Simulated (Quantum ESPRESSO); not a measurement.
# SiO (Pm-3m) in Quantum ESPRESSO: notebook

The runs below take SiO through energy-loss spectrum, with PBE.

All numbers are computed with Quantum ESPRESSO 7.5; they aren't measurements. Logs are shortened: lines on timing, memory, paths and dates and some standing lists are left out, and cuts for length are marked.

### Step 1. The structure

The structure is cubic, space group Pm-3m (No. 221). Conventional cell: a = 2.807 Å, b = 2.807 Å, c = 2.807 Å, α = 90.00°, β = 90.00°, γ = 90.00°. Around Si (site symmetry m-3m) lie 8 O at 2.43 Å. O (site symmetry m-3m) is surrounded by 8 Si at 2.43 Å.

The cell was built by a generator and needn't be a form met in nature.

### Step 2. Energy-loss spectrum, PBE

pw.in reads:

```
&CONTROL
  calculation = 'scf'
  prefix = 'pwscf'
  outdir = './tmp'
  pseudo_dir = './pseudo'
  tprnfor = .true.
  tstress = .true.
  disk_io = 'low'
/
&SYSTEM
  ibrav = 0
  nat = 2
  ntyp = 2
  ecutwfc = 45
  ecutrho = 360
  nbnd = 10
  occupations = 'smearing'
  smearing = 'fd'
  degauss = 0.00367493
/
&ELECTRONS
  conv_thr = 4d-10
  electron_maxstep = 120
  mixing_beta = 0.5
/
ATOMIC_SPECIES
Si    28.0850 si_pbe_v1.uspp.F.UPF
O     15.9990 o_pbe_v1.2.uspp.F.UPF
CELL_PARAMETERS angstrom
   2.8069700000    0.0000000000    0.0000000000
   0.0000000000    2.8069700000    0.0000000000
   0.0000000000    0.0000000000    2.8069700000
ATOMIC_POSITIONS crystal
Si     0.0000000000    0.0000000000    0.0000000000
O      0.5000000000    0.5000000000    0.5000000000
K_POINTS automatic
6 6 6 1 1 1
```

gamma.in reads:

```
&CONTROL
  calculation = 'bands'
  prefix = 'pwscf'
  outdir = './tmp'
  pseudo_dir = './pseudo'
  disk_io = 'low'
  verbosity = 'high'
/
&SYSTEM
  ibrav = 0
  nat = 2
  ntyp = 2
  ecutwfc = 45
  ecutrho = 360
  nbnd = 10
  occupations = 'smearing'
  smearing = 'fd'
  degauss = 0.00367493
/
&ELECTRONS
  conv_thr = 1d-08
  electron_maxstep = 120
  mixing_beta = 0.5
  diago_full_acc = .true.
  startingwfc = 'random'
/
ATOMIC_SPECIES
Si    28.0850 si_pbe_v1.uspp.F.UPF
O     15.9990 o_pbe_v1.2.uspp.F.UPF
CELL_PARAMETERS angstrom
   2.8069700000    0.0000000000    0.0000000000
   0.0000000000    2.8069700000    0.0000000000
   0.0000000000    0.0000000000    2.8069700000
ATOMIC_POSITIONS crystal
Si     0.0000000000    0.0000000000    0.0000000000
O      0.5000000000    0.5000000000    0.5000000000
K_POINTS crystal
1
0.0 0.0 0.0 1
```

scf2.in reads:

```
&CONTROL
  calculation = 'scf'
  prefix = 'pwscf'
  outdir = './tmp'
  pseudo_dir = './pseudo'
  tprnfor = .true.
  tstress = .true.
  disk_io = 'low'
/
&SYSTEM
  ibrav = 0
  nat = 2
  ntyp = 2
  ecutwfc = 45
  ecutrho = 360
  nbnd = 10
  occupations = 'fixed'
/
&ELECTRONS
  conv_thr = 1d-11
  electron_maxstep = 120
  mixing_beta = 0.5
  startingpot = 'file'
/
ATOMIC_SPECIES
Si    28.0850 si_pbe_v1.uspp.F.UPF
O     15.9990 o_pbe_v1.2.uspp.F.UPF
CELL_PARAMETERS angstrom
   2.8069700000    0.0000000000    0.0000000000
   0.0000000000    2.8069700000    0.0000000000
   0.0000000000    0.0000000000    2.8069700000
ATOMIC_POSITIONS crystal
Si     0.0000000000    0.0000000000    0.0000000000
O      0.5000000000    0.5000000000    0.5000000000
K_POINTS automatic
6 6 6 1 1 1
```

eels.in reads:

```
&LR_INPUT
  prefix = 'pwscf'
  outdir = './tmp'
  restart_step = 5000
  restart = .false.
/
&LR_CONTROL
  calculator = 'lanczos'
  approximation = 'TDDFT'
  q1 = 0.2233715753
  q2 = 0
  q3 = 0
  itermax = 300
/
```

spectrum.in reads:

```
&LR_INPUT
  prefix = 'pwscf'
  outdir = './tmp'
  eels = .true.
  itermax0 = 300
  itermax = 20000
  extrapolation = 'osc'
  epsil = 0.03
  units = 1
  start = 0
  end = 40
  increment = 0.2
/
```

spectrum_short.in reads:

```
&LR_INPUT
  prefix = 'pwscf'
  outdir = './tmp'
  eels = .true.
  itermax0 = 200
  itermax = 20000
  extrapolation = 'osc'
  epsil = 0.03
  units = 1
  start = 0
  end = 40
  increment = 0.2
/
```

Potentials or basis: GBRV 1.5 PBE.

Started as:

```
OMP_NUM_THREADS=1 pw.x -in pw.in > pw.out
OMP_NUM_THREADS=1 pw.x -in gamma.in > gamma.out
OMP_NUM_THREADS=1 pw.x -in scf2.in > scf2.out
OMP_NUM_THREADS=1 turbo_eels.x -in eels.in > eels.out
OMP_NUM_THREADS=1 turbo_spectrum.x -in spectrum.in > spectrum.out
OMP_NUM_THREADS=1 turbo_spectrum.x -in spectrum_short.in > spectrum_short.out
```

pw.out:

```text
This program is part of the open-source Quantum ESPRESSO suite
     for quantum simulation of materials; please cite
[... 9 lines left out ...]
     --------------------
     sticks:   dense  smooth     PW     G-vecs:    dense   smooth      PW
     Sum         797     405    129                17077     6043    1045

     Using Slab Decomposition

     bravais-lattice index     =            0
     lattice parameter (alat)  =       5.3044  a.u.
     unit-cell volume          =     149.2485 (a.u.)^3
     number of atoms/cell      =            2
     number of atomic types    =            2
     number of electrons       =        10.00
     number of Kohn-Sham states=           10
     kinetic-energy cutoff     =      45.0000  Ry
     charge density cutoff     =     360.0000  Ry
     scf convergence threshold =      4.0E-10
     mixing beta               =       0.5000
     number of iterations used =            8  plain     mixing
     Exchange-correlation= SLA  PW   PBE  PBE
                           (   1   4   3   4   0   0   0)

     celldm(1)=   5.304405  celldm(2)=   0.000000  celldm(3)=   0.000000
     celldm(4)=   0.000000  celldm(5)=   0.000000  celldm(6)=   0.000000

     crystal axes: (cart. coord. in units of alat)
               a(1) = (   1.000000   0.000000   0.000000 )
               a(2) = (   0.000000   1.000000   0.000000 )
               a(3) = (   0.000000   0.000000   1.000000 )

     reciprocal axes: (cart. coord. in units 2 pi/alat)
               b(1) = (  1.000000  0.000000  0.000000 )
               b(2) = (  0.000000  1.000000  0.000000 )
               b(3) = (  0.000000  0.000000  1.000000 )

     PseudoPot. # 1 for Si read from file:
     si_pbe_v1.uspp.F.UPF
     Pseudo is Ultrasoft + core correction, Zval =  4.0
     Generated by new atomic code, or converted to UPF format
     Using radial grid of  899 points,  6 beta functions with:
                l(1) =   0
                l(2) =   0
                l(3) =   1
                l(4) =   1
                l(5) =   2
                l(6) =   2
     Q(r) pseudized with  8 coefficients,  rinner =    0.900   0.900   0.900
                                                       0.900   0.900

     PseudoPot. # 2 for O  read from file:
     o_pbe_v1.2.uspp.F.UPF
     Pseudo is Ultrasoft + core correction, Zval =  6.0
     Generated by new atomic code, or converted to UPF format
     Using radial grid of  737 points,  5 beta functions with:
                l(1) =   0
                l(2) =   0
                l(3) =   1
                l(4) =   1
                l(5) =   2
     Q(r) pseudized with  8 coefficients,  rinner =    0.900   0.900   0.900
                                                       0.900   0.900

     atomic species   valence    mass     pseudopotential
     Si                4.00    28.08500     Si( 1.00)
     O                 6.00    15.99900     O ( 1.00)

     48 Sym. Ops., with inversion, found

   Cartesian axes

     site n.     atom                  positions (alat units)
         1        Si     tau(   1) = (   0.0000000   0.0000000   0.0000000  )
         2        O      tau(   2) = (   0.5000000   0.5000000   0.5000000  )

     number of k points=    10  Fermi-Dirac smearing, width (Ry)=  0.0037
                       cart. coord. in units 2pi/alat
        k(    1) = (   0.0833333   0.0833333   0.0833333), wk =   0.0740741
        k(    2) = (   0.0833333   0.0833333   0.2500000), wk =   0.2222222
        k(    3) = (   0.0833333   0.0833333   0.4166667), wk =   0.2222222
        k(    4) = (   0.0833333   0.2500000   0.2500000), wk =   0.2222222
        k(    5) = (   0.0833333   0.2500000   0.4166667), wk =   0.4444444
        k(    6) = (   0.0833333   0.4166667   0.4166667), wk =   0.2222222
        k(    7) = (   0.2500000   0.2500000   0.2500000), wk =   0.0740741
        k(    8) = (   0.2500000   0.2500000   0.4166667), wk =   0.2222222
        k(    9) = (   0.2500000   0.4166667   0.4166667), wk =   0.2222222
        k(   10) = (   0.4166667   0.4166667   0.4166667), wk =   0.0740741

     Dense  grid:    17077 G-vectors     FFT dimensions: (  36,  36,  36)

     Smooth grid:     6043 G-vectors     FFT dimensions: (  24,  24,  24)

     Initial potential from superposition of free atoms

     starting charge       9.9993, renormalised to      10.0000
     Starting wfcs are    8 randomized atomic wfcs +    2 random wfcs

     Self-consistent Calculation

     iteration #  1     ecut=    45.00 Ry     beta= 0.50
     Davidson diagonalization with overlap
     ethr =  1.00E-02,  avg # of iterations =  3.9

     total energy              =     -41.58173486 Ry
     estimated scf accuracy    <       0.39820527 Ry

     iteration #  2     ecut=    45.00 Ry     beta= 0.50
     Davidson diagonalization with overlap
     ethr =  3.98E-03,  avg # of iterations =  2.0

     total energy              =     -41.67016775 Ry
     estimated scf accuracy    <       0.48936359 Ry

     iteration #  3     ecut=    45.00 Ry     beta= 0.50
     Davidson diagonalization with overlap
     ethr =  3.98E-03,  avg # of iterations =  1.1

     total energy              =     -41.74588276 Ry
     estimated scf accuracy    <       0.00417101 Ry

     iteration #  4     ecut=    45.00 Ry     beta= 0.50
     Davidson diagonalization with overlap
     ethr =  4.17E-05,  avg # of iterations =  3.8

     total energy              =     -41.74549765 Ry
     estimated scf accuracy    <       0.01537623 Ry

     iteration #  5     ecut=    45.00 Ry     beta= 0.50
     Davidson diagonalization with overlap
     ethr =  4.17E-05,  avg # of iterations =  1.6

     total energy              =     -41.74757968 Ry
     estimated scf accuracy    <       0.00008365 Ry

     iteration #  6     ecut=    45.00 Ry     beta= 0.50
     Davidson diagonalization with overlap
     ethr =  8.36E-07,  avg # of iterations =  2.7

     total energy              =     -41.74758366 Ry
     estimated scf accuracy    <       0.00002677 Ry

     iteration #  7     ecut=    45.00 Ry     beta= 0.50
     Davidson diagonalization with overlap
     ethr =  2.68E-07,  avg # of iterations =  2.0

     total energy              =     -41.74758285 Ry
     estimated scf accuracy    <       0.00005953 Ry

     iteration #  8     ecut=    45.00 Ry     beta= 0.50
     Davidson diagonalization with overlap
     ethr =  2.68E-07,  avg # of iterations =  1.1

     total energy              =     -41.74758897 Ry
     estimated scf accuracy    <       0.00000079 Ry

     iteration #  9     ecut=    45.00 Ry     beta= 0.50
     Davidson diagonalization with overlap
     ethr =  7.88E-09,  avg # of iterations =  2.5

     total energy              =     -41.74758911 Ry
     estimated scf accuracy    <       0.00000010 Ry

     iteration # 10     ecut=    45.00 Ry     beta= 0.50
     Davidson diagonalization with overlap
     ethr =  1.02E-09,  avg # of iterations =  2.1

     total energy              =     -41.74758912 Ry
     estimated scf accuracy    <          2.8E-09 Ry

     iteration # 11     ecut=    45.00 Ry     beta= 0.50
     Davidson diagonalization with overlap
     ethr =  2.77E-11,  avg # of iterations =  3.0

     total energy              =     -41.74758913 Ry
     estimated scf accuracy    <          1.6E-09 Ry

     iteration # 12     ecut=    45.00 Ry     beta= 0.50
     Davidson diagonalization with overlap
     ethr =  1.65E-11,  avg # of iterations =  1.6

     End of self-consistent calculation

          k = 0.0833 0.0833 0.0833 (   757 PWs)   bands (ev):

   -10.1591   1.9799   5.8757   5.8757   7.1679  14.9254  14.9254  16.6698
    18.9326  18.9326

          k = 0.0833 0.0833 0.2500 (   760 PWs)   bands (ev):

    -9.7082   0.8068   5.4428   6.2612   8.1583  12.9292  14.8568  16.4698
    19.1114  22.5420

          k = 0.0833 0.0833 0.4167 (   770 PWs)   bands (ev):

    -9.1637  -0.5553   5.8713   6.7109   9.1565  10.7236  14.5052  16.4594
    19.8991  23.3206

          k = 0.0833 0.2500 0.2500 (   759 PWs)   bands (ev):

    -9.3085   0.8803   3.9908   6.4100   9.0721  11.9005  13.7660  16.2643
    21.3073  22.7467

          k = 0.0833 0.2500 0.4167 (   759 PWs)   bands (ev):

    -8.8393   0.2985   3.9355   6.8309   8.3539  11.3820  13.2107  16.7455
    20.9146  22.7725

          k = 0.0833 0.4167 0.4167 (   763 PWs)   bands (ev):

    -8.4720   1.6305   2.6091   5.7603   7.1447  12.5571  13.2025  17.2637
    18.8868  22.7735

          k = 0.2500 0.2500 0.2500 (   751 PWs)   bands (ev):

    -8.9534   1.2103   4.6065   4.6065   9.1560  12.5307  12.5307  14.4429
    22.7639  22.7639

          k = 0.2500 0.2500 0.4167 (   757 PWs)   bands (ev):

    -8.5465   1.1281   4.0574   5.4516   8.2848  11.0424  11.8664  15.4620
    20.9638  22.1512

          k = 0.2500 0.4167 0.4167 (   756 PWs)   bands (ev):

    -8.2199   2.4149   3.3231   5.6234   6.5456  10.9103  11.3387  14.3428
    20.2366  22.3399

          k = 0.4167 0.4167 0.4167 (   756 PWs)   bands (ev):

    -7.9437   3.6330   4.3922   4.3922   7.3894   9.2910   9.2910  11.6623
    21.5681  22.1607

     the Fermi energy is     9.2502 ev

!    total energy              =     -41.74758913 Ry
     estimated scf accuracy    <          5.4E-11 Ry
     smearing contrib. (-TS)   =      -0.00086507 Ry
     internal energy E=F+TS    =     -41.74672406 Ry

     The total energy is F=E-TS. E is the sum of the following terms:
     one-electron contribution =      -4.37062116 Ry
     hartree contribution      =       9.12575448 Ry
     xc contribution           =     -11.43055123 Ry
     ewald contribution        =     -35.07130614 Ry

     convergence has been achieved in  12 iterations

     Forces acting on atoms (cartesian axes, Ry/au):

     atom    1 type  1   force =     0.00000000    0.00000000    0.00000000
     atom    2 type  2   force =     0.00000000    0.00000000    0.00000000

     Total force =     0.000000     Total SCF correction =     0.000000

     Computing stress (Cartesian axis) and pressure

          total   stress  (Ry/bohr**3)                   (kbar)     P=        3.60
   0.00002448   0.00000000   0.00000000            3.60        0.00        0.00
   0.00000000   0.00002448   0.00000000            0.00        3.60        0.00
   0.00000000   0.00000000   0.00002448            0.00        0.00        3.60

=------------------------------------------------------------------------------=
   JOB DONE.
=------------------------------------------------------------------------------=
```

It took 62 s on 1 thread of Arm Neoverse V2, shared host; peak memory 0.1 GiB.

What came out:

```yaml
Free_energy: -567.9989 eV
Pressure: 1.3 GPa
Peak_of_the_energy-loss_function: 20.2 eV
```

Levels at points of the mesh, in eV from the valence-band top:
| k point | band 1 | band 2 | band 3 | band 4 | band 5 | band 6 | band 7 | band 8 | band 9 | band 10 |
| --- | --- | --- | --- | --- | --- | --- | --- | --- | --- | --- |
| (0.08, 0.08, 0.08) | -19.32 | -7.18 | -3.28 | -3.28 | -1.99 | 5.77 | 5.77 | 7.51 | 9.78 | 9.78 |

Energy-loss function at q = [0.5, 0.0, 0.0] (Å⁻¹, cartesian):
```json
{"energy (eV)": "0.0", "loss": "0.000"}
{"energy (eV)": "1.8", "loss": "0.009"}
{"energy (eV)": "3.4", "loss": "0.041"}
{"energy (eV)": "5.2", "loss": "0.079"}
{"energy (eV)": "7.0", "loss": "0.125"}
{"energy (eV)": "8.6", "loss": "0.202"}
{"energy (eV)": "10.4", "loss": "0.417"}
{"energy (eV)": "12.2", "loss": "0.777"}
{"energy (eV)": "13.8", "loss": "0.691"}
{"energy (eV)": "15.6", "loss": "0.659"}
{"energy (eV)": "17.4", "loss": "1.072"}
{"energy (eV)": "19.0", "loss": "1.912"}
{"energy (eV)": "20.8", "loss": "2.127"}
{"energy (eV)": "22.4", "loss": "1.609"}
{"energy (eV)": "24.2", "loss": "0.977"}
{"energy (eV)": "26.0", "loss": "0.599"}
{"energy (eV)": "27.6", "loss": "0.482"}
{"energy (eV)": "29.4", "loss": "0.486"}
{"energy (eV)": "31.2", "loss": "0.537"}
{"energy (eV)": "32.8", "loss": "0.555"}
{"energy (eV)": "34.6", "loss": "0.505"}
{"energy (eV)": "36.4", "loss": "0.388"}
{"energy (eV)": "38.0", "loss": "0.296"}
{"energy (eV)": "39.8", "loss": "0.248"}
```

Caveat: the Lanczos chain is short for so many electrons, so humps in the spectrum may be artefacts; the gap on the mesh is small and may close between mesh points, in which case fixed occupations spoil the response.

[end of part 1 of 4]
